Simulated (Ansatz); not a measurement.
Below is the output of a Python script on the Python package of Ansatz (0.2.0) that makes a calculation of the elastic constants of Rb3Sr, space group Fm-3m. Write a script that gives it. Settings: PBE, PAW, the default cutoff (420 eV here), 7×7×7 k-points, Gaussian smearing of 0.1 eV.

```
Rb Sr
1.0
     0.00000    5.44029    5.44029
     5.44029    0.00000    5.44029
     5.44029    5.44029    0.00000
Rb Sr
3 1
Direct
  0.25000 0.25000 0.25000
  0.75000 0.75000 0.75000
  0.50000 0.50000 0.50000
  0.00000 0.00000 0.00000
```

`python elastic_rb3sr.py` gives:
```text
C_ij (GPa), Voigt order xx yy zz yz xz xy
     4.3      3.7      3.7      0.0      0.0     -0.0
     3.7      4.3      3.7      0.0      0.0      0.0
     3.7      3.7      4.3     -0.0     -0.0      0.0
     0.0      0.0      0.0      3.2     -0.0     -0.0
     0.0     -0.0     -0.0     -0.0      3.2      0.0
     0.0     -0.0     -0.0      0.0     -0.0      3.2
smallest eigenvalue of C: 0.6 GPa; tensor positive definite: True
Voigt K 3.9 G 2.0; Reuss K 3.9 G 0.7; universal anisotropy index 9.448
```

The script that was run (others could print the same):

`elastic_rb3sr.py`:
```python
import warnings

import ansatz as az
import numpy as np

warnings.simplefilter("ignore", az.DeckWarning)

xtal = (
    az.Lattice.of([0.0, 5.44029, 5.44029], [5.44029, 0.0, 5.44029], [5.44029, 5.44029, 0.0])
    .atom("Rb", [0.25, 0.25, 0.25])
    .atom("Rb", [0.75, 0.75, 0.75])
    .atom("Rb", [0.5, 0.5, 0.5])
    .atom("Sr", [0.0, 0.0, 0.0])
)

calc = (
    xtal.calculation()
    .functional("pbe")
    .occupations("Gaussian")
    .kpoints(7, 7, 7)
)
result = calc.elastic(az.ElasticMode.RELAXED_ION).run(threads=1, pin="off")
elastic = result.elastic

print("C_ij (GPa), Voigt order xx yy zz yz xz xy")
for row in elastic.c_gpa:
    print(" ".join(f"{value:8.1f}" for value in row))
print("smallest eigenvalue of C:", round(elastic.stability.min_eigenvalue_gpa, 1), "GPa; tensor positive definite:", elastic.stability.min_eigenvalue_gpa > 0)
if elastic.stability.min_eigenvalue_gpa > 0:
    m = elastic.moduli
    anisotropy = 5 * m.g_voigt_gpa / m.g_reuss_gpa + m.k_voigt_gpa / m.k_reuss_gpa - 6
    print(f"Voigt K {m.k_voigt_gpa:.1f} G {m.g_voigt_gpa:.1f}; Reuss K {m.k_reuss_gpa:.1f} G {m.g_reuss_gpa:.1f}; universal anisotropy index {anisotropy:.3f}")
```

Reading the output:
- The cell isn't relaxed first, so the values belong to this volume.
- A positive definite tensor excludes instabilities under uniform strain alone; phonons elsewhere in the zone can still be imaginary.
- The structure comes from a database of computed cells and needn't be a stable or known phase.
- Shear constants of a metal converge slowly with the k-point mesh and can be wrong in sign on a coarse one; the constants belong to the cell that was strained.
- It ran for 6.3 min on 1 thread of Arm Neoverse V1 (shared host), peak memory 0.82 GiB.
